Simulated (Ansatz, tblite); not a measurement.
# The cluster B₆P₆: which spin state is lowest

Is the singlet the ground state of the cluster B₆P₆? Other spin states are computed and compared level by level.

Computed with Ansatz 0.2.0, Gaussian basis. Level: as each input shows.

The runs, in order: triplet, at the geometry of the singlet (GFN1-xTB, GFN2-xTB, PBE0-D4/def2-TZVP, PBE-D4/def2-TZVP, r2SCAN-D4/def2-TZVP); the singlet's energies come from earlier runs.

2 further runs of the same task are left out: 2 set aside as unsound or not needed. Runs told in other sessions of the task aren't counted.

### 1 The relaxed structure

The singlet was relaxed beforehand with PBE-D4/def2-SVP. At that level it is the lowest of the isomers that a small search found.

12 atoms, charge 0, spin multiplicity 1.

Bond lengths: B1–P7 1.910 Å, B1–P10 1.926 Å, B1–P12 1.877 Å, B2–B4 1.816 Å, B2–B5 1.877 Å, B2–P7 1.999 Å, B2–P9 1.919 Å, B3–B4 1.788 Å, B3–B5 1.824 Å, B3–B6 1.643 Å, B3–P10 1.904 Å, B4–B5 1.553 Å, B4–P8 1.923 Å, B5–B6 1.837 Å, B5–P11 1.924 Å, B6–P9 1.989 Å, B6–P11 1.913 Å, P7–P8 2.323 Å and more. Angles: P7–B1–P10 138.4°, P7–B1–P12 125.7°, P10–B1–P12 76.2°, B4–B2–B5 49.7°, B4–B2–P7 90.5°, B4–B2–P9 141.4°, B5–B2–P7 140.2°, B5–B2–P9 91.7°, P7–B2–P9 128.1°, B4–B3–B5 50.9°, B4–B3–B6 106.4°, B4–B3–P10 112.3°, B5–B3–B6 63.7°, B5–B3–P10 163.2°, B6–B3–P10 130.3°, B2–B4–B3 71.8°, B2–B4–B5 67.2°, B2–B4–P8 103.9° and more.

### 2 Triplet at the fixed geometry, GFN1-xTB

Tight binding, by tblite at 300 K electronic temperature and without a spin-polarisation term:

```python
tblite.interface.Calculator('GFN1-xTB', numbers, positions, charge=0, uhf=2).singlepoint()
```

Energy -653.0331 eV; 0.022 s.

### 3 Triplet at the fixed geometry, GFN2-xTB

Tight binding, by tblite at 300 K electronic temperature and without a spin-polarisation term:

```python
tblite.interface.Calculator('GFN2-xTB', numbers, positions, charge=0, uhf=2).singlepoint()
```

Energy -605.4126 eV; 0.023 s.

### 4 Triplet at the fixed geometry, PBE0-D4/def2-TZVP

in.yaml

```yaml
crystal:
  periodic: [false, false, false]
  atoms:
    - {symbol: B, position_ang: [-0.371346, -0.933223, -1.834650]}
    - {symbol: B, position_ang: [-0.943994, 0.453607, 0.499240]}
    - {symbol: B, position_ang: [0.879022, -0.611926, 0.398000]}
    - {symbol: B, position_ang: [0.619488, 1.050664, -0.205068]}
    - {symbol: B, position_ang: [0.662648, 0.933221, 1.343231]}
    - {symbol: B, position_ang: [0.040042, -0.731918, 1.805847]}
    - {symbol: P, position_ang: [-1.732902, 0.307634, -1.331151]}
    - {symbol: P, position_ang: [0.201054, 1.371511, -2.053900]}
    - {symbol: P, position_ang: [-1.763495, 0.018151, 2.179465]}
    - {symbol: P, position_ang: [1.099448, -1.868626, -1.015876]}
    - {symbol: P, position_ang: [0.232529, 0.579309, 3.185019]}
    - {symbol: P, position_ang: [1.077496, -0.568385, -2.970157]}
basis:
  gaussian: {orbitals: def2-TZVP}
magnetization: {spin_polarized: true, initial_magnetization: 2}
hamiltonian: {xc: pbe0, dispersion: d4}
scf: {omitted_lower_state_checks: [starts]}
output: {orbitals: {seedname: orbitals}}
```

Run with:

```
$ ansatz run in.yaml --threads 4 --pin off --events-out ev --progress --plain --max-ram 6963MiB
```

The program printed:

```text
Functional definition: PBE0
  name "PBE0"
  cite "Adamo & Barone, J. Chem. Phys. 110, 6158 (1999) doi:10.1063/1.478522"
  cite "Perdew, Burke & Ernzerhof, Phys. Rev. Lett. 77, 3865 (1996) doi:10.1103/PhysRevLett.77.3865"
  parent pbe
  parameter a = 0.25
  parameter kappa = 0.804
  parameter beta = 0.06672455060314922
  exchange = (1 - a)*pbe_x(kappa = kappa, mu = beta*pi^2/3) + a*exact_x
  correlation = pbe_c(beta = beta)
these checks for a lower state are left out or cut short: starts
2706 factors; their error is unknown
the host lacks memory for fits, so the integrals are decomposed
2475 factors; integrals over basis functions are off by at most 8.4e-4 eV
mean field evaluation 1: about -59736.4384 eV, gradient 7.0e1 eV
mean field evaluation 2: about -59418.5747 eV, gradient 2.1e2 eV
mean field evaluation 4: about -59730.5298 eV, gradient 6.7e1 eV
mean field evaluation 8: about -59763.4832 eV, gradient 9.3e-1 eV
mean field evaluation 16: about -59764.0904 eV, gradient 1.7e-1 eV
mean field evaluation 32: about -59764.0972 eV, gradient 2.4e-2 eV
mean field -59764.09763837 eV, -2196.2900786498 hartree, gradient 5.4e-6 eV, S^2 2.022650; 0 other end points of the search recorded, 0 dependent functions left out
reference -59764.09767332 eV, -2196.2900799341 hartree; 61, 59 occupied and 347, 349 virtual orbitals, 2475 factors
Total energy: -59765.02618027 eV, -2196.3242019351 hartree
Checks for a lower state left out: starts
```

Wall time 2.1 min (4 threads of Arm Neoverse V1, shared host); peak memory 3.3 GiB.

Report: HOMO -4.62 eV, LUMO -5.15 eV (over both spins; with the spin held, an empty level of the minority spin lies below the top filled one); ⟨S²⟩ 2.023 (pure: 2.00).

### 5 Triplet at the fixed geometry, PBE-D4/def2-TZVP

start.molden holds the orbitals of an earlier run on this state, given as this run's starting guess.

Edit in.yaml of step 4 so:

```diff
@@ -16,5 +16,5 @@
 basis:
-  gaussian: {orbitals: def2-TZVP}
+  gaussian: {orbitals: def2-TZVP, initial_orbitals: start.molden}
 magnetization: {spin_polarized: true, initial_magnetization: 2}
-hamiltonian: {xc: pbe0, dispersion: d4}
+hamiltonian: {xc: pbe, dispersion: d4}
 scf: {omitted_lower_state_checks: [starts]}
```

Launched as before.

The program printed:

```text
Functional definition: PBE
  name "PBE"
  cite "Perdew, Burke & Ernzerhof, Phys. Rev. Lett. 77, 3865 (1996) doi:10.1103/PhysRevLett.77.3865"
  parent pbe
  parameter kappa = 0.804
  parameter beta = 0.06672455060314922
  exchange = pbe_x(kappa = kappa, mu = beta*pi^2/3)
  correlation = pbe_c(beta = beta)
these checks for a lower state are left out or cut short: starts
2634 factors; their error is unknown
mean field evaluation 1: about -59759.2487 eV, gradient 1.3e1 eV
mean field evaluation 2: about -59759.5031 eV, gradient 3.8e-1 eV
mean field evaluation 4: about -59759.5002 eV, gradient 1.4e0 eV
mean field evaluation 8: about -59759.5190 eV, gradient 1.4e-1 eV
mean field evaluation 16: about -59759.5191 eV, gradient 5.5e-5 eV
mean field -59759.51914541 eV, -2196.1218221369 hartree, gradient 6.9e-6 eV, S^2 2.009891; 0 other end points of the search recorded, 0 dependent functions left out
reference -59759.51919138 eV, -2196.1218238264 hartree; 61, 59 occupied and 347, 349 virtual orbitals, 2634 factors
Total energy: -59760.59159313 eV, -2196.1612338638 hartree
Checks for a lower state left out: starts
```

It took 99 s on 4 threads of Arm Neoverse V1, shared host; peak memory 3.2 GiB.

From the report: HOMO -3.91 eV, LUMO -5.54 eV (over both spins; with the spin held, an empty level of the minority spin lies below the top filled one); ⟨S²⟩ 2.010 (pure: 2.00).

### 6 Triplet at the fixed geometry, r2SCAN-D4/def2-TZVP

Edit in.yaml of step 5 so:

```diff
@@ -18,3 +18,3 @@
 magnetization: {spin_polarized: true, initial_magnetization: 2}
-hamiltonian: {xc: pbe, dispersion: d4}
+hamiltonian: {xc: r2scan, dispersion: d4}
 scf: {omitted_lower_state_checks: [starts]}
```

Same command.

The program printed:

```text
Functional definition: r2SCAN
  name "r2SCAN"
  cite "Furness, Kaplan, Ning, Perdew & Sun, J. Phys. Chem. Lett. 11, 8208 (2020) doi:10.1021/acs.jpclett.0c02405"
  cite "Furness, Kaplan, Ning, Perdew & Sun, J. Phys. Chem. Lett. 11, 9248 (2020) doi:10.1021/acs.jpclett.0c03077"
  parent r2scan
  parameter k0 = 0.174
  parameter k1 = 0.065
  parameter a1 = 4.9479
  exchange = r2scan_x(k0 = k0, k1 = k1, a1 = a1)
  correlation = r2scan_c
these checks for a lower state are left out or cut short: starts
2634 factors; their error is unknown
mean field evaluation 1: about -59784.0111 eV, gradient 8.7e0 eV
mean field evaluation 2: about -59784.1162 eV, gradient 2.0e-1 eV
mean field evaluation 4: about -59784.1111 eV, gradient 1.1e-2 eV
mean field evaluation 8: about -59784.1111 eV, gradient 2.5e-5 eV
mean field -59784.11109525 eV, -2197.0255596244 hartree, gradient 9.7e-6 eV, S^2 2.022904; 0 other end points of the search recorded, 0 dependent functions left out
reference -59784.11111243 eV, -2197.0255602557 hartree; 61, 59 occupied and 347, 349 virtual orbitals, 2634 factors
Total energy: -59784.36121224 eV, -2197.0347512542 hartree
Checks for a lower state left out: starts
```

Wall time 1.7 min (4 threads of Arm Neoverse V1, shared host); peak memory 3.3 GiB.

From the report: HOMO -4.07 eV, LUMO -5.61 eV (over both spins; with the spin held, an empty level of the minority spin lies below the top filled one); ⟨S²⟩ 2.023 (pure: 2.00).

### 7 Triplet less singlet, vertical

The singlet's energies are those of its earlier runs, whose logs aren't repeated here.

| level | triplet less singlet, vertical (eV) | time |
| --- | --- | --- |
| GFN1-xTB | +1.641 | 0.042 s |
| GFN2-xTB | +1.575 | 0.044 s |
| PBE-D4/def2-TZVP | +1.720 | 1.9 min |
| r2SCAN-D4/def2-TZVP | +1.744 | 2.1 min |
| PBE0-D4/def2-TZVP | +1.938 | 2.9 min |

Times add the two runs; a level without a time comes out of a correlated run. Tight binding without a spin term can't rank spin states.

### 8 What came out

```
                                                quantity                                   value
triplet less singlet, vertical, functionals in def2-TZVP  +1.720 (PBE-D4) to +1.938 eV (PBE0-D4)
```

All functionals put the triplet above the singlet, over a spread of 0.218 eV. The checks for a lower triplet were left out, so another state of that spin may lie lower. These are electronic energies, without zero-point motion, entropy or surroundings.
